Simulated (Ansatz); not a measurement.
# InHRh: the cost of one run

Computed with Ansatz 0.2.0 (DFT PBE, scalar-relativistic, plane waves, PAW, unless a step's input says otherwise).

**1. The structure to begin with**

It takes space group P4/mmm (No. 123, tetragonal). Conventional cell: a = 3.729 Å, b = 3.729 Å, c = 3.102 Å, α = 90.00°, β = 90.00°, γ = 90.00°. In (site symmetry 4/mmm) is surrounded by 2 H at 1.55 Å. Around H (site symmetry 4/mmm) lie 2 In at 1.55 Å. Rh (site symmetry 4/mmm) is surrounded by 4 In at 2.64 Å.

Structure file:

```
CELL_PARAMETERS angstrom
3.72924 0.00000 0.00000
0.00000 3.72924 0.00000
0.00000 0.00000 3.10238
ATOMIC_POSITIONS crystal
In 0.50000 0.50000 0.00000
H 0.50000 0.50000 0.50000
Rh 0.00000 0.00000 0.00000
```

The cell is invented: random cell by space group and Wyckoff sites (P4/mmm, No. 123). Lengths come from tabulated atomic sizes and are only a guess.

**2. A first look at the guess**

Input file input.yaml:

```yaml
crystal:
  lattice:
    - [3.72923956, 0.0, 0.0]
    - [0.0, 3.72923956, 0.0]
    - [0.0, 0.0, 3.1023802]
  atoms:
    - { symbol: In, position: [0.5, 0.5, 0.0] }
    - { symbol: H, position: [0.5, 0.5, 0.5] }
    - { symbol: Rh, position: [0.0, 0.0, 0.0] }
basis:
  ecutwfc: 420
kpoints:
  mp_grid: { grid: [6, 6, 6] }
hamiltonian:
  xc: pbe
scf:
  occupations: { method: gaussian, width: 0.1 }
  lower_state_search: "off"
output:
  forces: true
  stress: true
  eigenvalues: true
```

The run is started by

```console
$ ansatz run input.yaml --threads 1 --pin off --max-ram 2560MiB --backend cpu --events-out ev --progress --plain --runs-dir out
```

What time and memory should one allow on 1 thread of Arm Neoverse V1, shared host?

About 2.3 s, with a peak of 0.32 GiB.
